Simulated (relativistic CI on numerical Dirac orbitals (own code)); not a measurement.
**Hf³⁺: 5p photoemission multiplets**

Aim: the 5p photoemission spectrum of Hf³⁺ in 3 surroundings, from the same atomic integrals.

Program: relativistic CI on numerical Dirac orbitals (own code) version 1. Level of theory: Dirac-Coulomb-Breit CI, KLI orbitals optimised for each configuration, model QED (radiative potential, 1s self-energy scaled to tabulated hydrogen-like ionisation energies), valence Slater integrals scaled by 0.8, multiplet model of photoemission in the sudden approximation in a parametric crystal field. These are calculated values, not measurements, unless marked.

## Step 1: The atom as given

```
ion            : Hf³⁺ (Hf IV)
nuclear charge : 72
electrons      : 69
configurations : [Xe] 4f14 5d → [Kr] 4d10 4f14 5s2 5p5 5d
temperature    : 300 K
widths         : Lorentz 1.5 eV, Gauss 0.6 eV
surrounding 1  : D3d, 10Dq = 34850, Dsigma = 240, Dtau = -200 cm⁻¹
surrounding 2  : D3d, 10Dq = 34850, Dsigma = 720, Dtau = -200 cm⁻¹
surrounding 3  : D3d, 10Dq = 34850, Dsigma = 1200, Dtau = -200 cm⁻¹
```

## Step 2: Surrounding 1: D3d, 10Dq = 34850, Dsigma = 240, Dtau = -200

Input settings:

```ini
atom Hf  Z=72  charge=3  electrons=69
nucleus A=180  rms_radius_fm=5.3470
hamiltonian dirac-coulomb  breit=on  qed=on  c_scale=1
orbitals kli  potential=per-configuration
slater_scale 0.8
correlation none
mixing on
configurations
  [Xe] 4f14 5d
  [Kr] 4d10 4f14 5s2 5p5 5d
end
photoemission 5p T=300 lorentz=1.5 gauss=0.6
crystal_field D3d 10Dq=34850 Dsigma=240 Dtau=-200
```

The program writes no log. Results of the run, from its result record (rounded, main fields):

```text
{
  "status": "converged",
  "curve, one point in 3 above 2 % of the maximum [energy, intensity] [eV; 1/eV]": [
    [59.2, 0.003701],
    [59.8, 0.00442],
    [60.4, 0.005382],
    [61, 0.006717],
    [61.6, 0.00865],
    [62.2, 0.01162],
    [62.8, 0.01655],
    [63.4, 0.02568],
    [64, 0.04481],
    [64.6, 0.08341],
    [65.2, 0.1343],
    [65.8, 0.1744],
    [66.4, 0.1724],
    [67, 0.1242],
    [67.6, 0.07254],
    [68.2, 0.04822],
    [68.8, 0.03558],
    [69.4, 0.02484],
    [70, 0.01949],
    [70.6, 0.01719],
    [71.2, 0.0175],
    [71.8, 0.0215],
    [72.4, 0.03209],
    [73, 0.04681],
    [73.6, 0.07138],
    [74.2, 0.08665],
    [74.8, 0.05803],
    [75.4, 0.03482],
    [76, 0.03064],
    [76.6, 0.0369],
    [77.2, 0.0309],
    [77.8, 0.01757],
    [78.4, 0.01065],
    [79, 0.007575],
    [79.6, 0.006222],
    [80.2, 0.006213],
    [80.8, 0.008108],
    [81.4, 0.01123],
    [82, 0.009494],
    [82.6, 0.005527]
  ],
  "sticks, the strongest [energy, strength] [eV, share]": [
    [64.81, 0.03308],
    [65.21, 0.05393],
    [65.23, 0.03289],
    [65.86, 0.05118],
    [65.89, 0.06606],
    [65.95, 0.02869],
    [66.27, 0.02771],
    [66.29, 0.04174],
    [66.57, 0.04467],
    [66.62, 0.0342],
    [66.96, 0.03387],
    [74.1, 0.0899],
    [74.11, 0.06653],
    [76.8, 0.05621]
  ],
  "centroid [eV]": 69.1954,
  "spread [eV]": 4.46436,
  "peak [eV]": 66.0,
  "ground_S": 0.5,
  "radial 5p5 5d [Ha, bohr]": {"<r^-3>(5p)": 106.49, "<r^1>(5p)": 1.2945, "<r^2>(5p)": 1.8929, "<r^4>(5p)": 5.4104, "zeta(5p)": 0.19856, "<r^-3>(5d)": 8.2338, "<r^1>(5d)": 1.7818, "<r^2>(5d)": 3.6272, "<r^4>(5d)": 20.948, "F2(5p,5d)": 0.28451, "G1(5p,5d)": 0.3366, "G3(5p,5d)": 0.20887, "zeta(5d)": 0.0097613}
}
```

It took 0.59 s on 1 thread, shared host.

## Step 3: Surrounding 2: D3d, 10Dq = 34850, Dsigma = 720, Dtau = -200

Settings: those of step 2 with these lines changed.

```diff
@@ -12,2 +12,2 @@
 photoemission 5p T=300 lorentz=1.5 gauss=0.6
-crystal_field D3d 10Dq=34850 Dsigma=240 Dtau=-200
+crystal_field D3d 10Dq=34850 Dsigma=720 Dtau=-200
```

Results of the run:

```text
{
  "status": "converged",
  "curve, one point in 5 above 2 % of the maximum [energy, intensity] [eV; 1/eV]": [
    [59.2, 0.003706],
    [60.2, 0.005036],
    [61.2, 0.007292],
    [62.2, 0.01164],
    [63.2, 0.02195],
    [64.2, 0.0553],
    [65.2, 0.135],
    [66.2, 0.1804],
    [67.2, 0.1042],
    [68.2, 0.04766],
    [69.2, 0.02794],
    [70.2, 0.01847],
    [71.2, 0.01748],
    [72.2, 0.02769],
    [73.2, 0.05282],
    [74.2, 0.08646],
    [75.2, 0.04051],
    [76.2, 0.03062],
    [77.2, 0.03157],
    [78.2, 0.01281],
    [79.2, 0.007132],
    [80.2, 0.006346],
    [81.2, 0.01064],
    [82.2, 0.008056]
  ],
  "sticks, the strongest [energy, strength] [eV, share]": [
    [65.23, 0.1089],
    [65.89, 0.06075],
    [65.92, 0.0545],
    [65.96, 0.05404],
    [66.28, 0.07301],
    [66.6, 0.05659],
    [74.09, 0.07781],
    [74.12, 0.1106]
  ],
  "centroid [eV]": 69.1918,
  "spread [eV]": 4.47504,
  "peak [eV]": 66.0,
  "ground_S": 0.5
}
```

It took 0.59 s on 1 thread, shared host.

## Step 4: Surrounding 3: D3d, 10Dq = 34850, Dsigma = 1200, Dtau = -200

Settings: those of step 3 with these lines changed.

```diff
@@ -12,2 +12,2 @@
 photoemission 5p T=300 lorentz=1.5 gauss=0.6
-crystal_field D3d 10Dq=34850 Dsigma=720 Dtau=-200
+crystal_field D3d 10Dq=34850 Dsigma=1200 Dtau=-200
```

Results of the run:

```text
{
  "status": "converged",
  "curve, one point in 5 above 2 % of the maximum [energy, intensity] [eV; 1/eV]": [
    [59.2, 0.003693],
    [60.2, 0.005014],
    [61.2, 0.007251],
    [62.2, 0.01155],
    [63.2, 0.02168],
    [64.2, 0.05436],
    [65.2, 0.1359],
    [66.2, 0.1789],
    [67.2, 0.1046],
    [68.2, 0.04733],
    [69.2, 0.0291],
    [70.2, 0.01877],
    [71.2, 0.01745],
    [72.2, 0.02668],
    [73.2, 0.05233],
    [74.2, 0.08809],
    [75.2, 0.04473],
    [76.2, 0.02862],
    [77.2, 0.03083],
    [78.2, 0.01309],
    [79.2, 0.007128],
    [80.2, 0.006055],
    [81.2, 0.00975],
    [82.2, 0.008232]
  ],
  "sticks, the strongest [energy, strength] [eV, share]": [
    [64.91, 0.04878],
    [65.27, 0.123],
    [65.93, 0.09678],
    [66, 0.07259],
    [66.35, 0.06446],
    [66.67, 0.07032],
    [74.09, 0.08105],
    [74.18, 0.1138]
  ],
  "centroid [eV]": 69.1976,
  "spread [eV]": 4.45768,
  "peak [eV]": 66.0,
  "ground_S": 0.5
}
```

It took 0.59 s on 1 thread, shared host.

## Step 5: Comparison

| surrounding | ground S | centroid (eV) | spread (eV) | up to four highest peaks (% of the highest), eV |
| --- | --- | --- | --- | --- |
| 1: D3d | 0.50 | 69.20 | 4.46 | 66.0 (100), 74.0 (48), 76.8 (21), 81.6 (6) |
| 2: D3d | 0.50 | 69.19 | 4.48 | 66.0 (100), 74.2 (48), 76.8 (20), 81.6 (6) |
| 3: D3d | 0.50 | 69.20 | 4.46 | 66.0 (100), 74.2 (49), 76.8 (18), 81.6 (6) |

## Step 6: Summary of results

```
                           quantity    value
            highest peak, first run  66.0 eV
ground spin (effective S from ⟨S²⟩)     0.50
```

What this shows: The highest peak stays in place, within the step of the energy grid, in all surroundings. Energies are those of the free ion without screening by ligands; binding energies in solids differ by tens of eV.
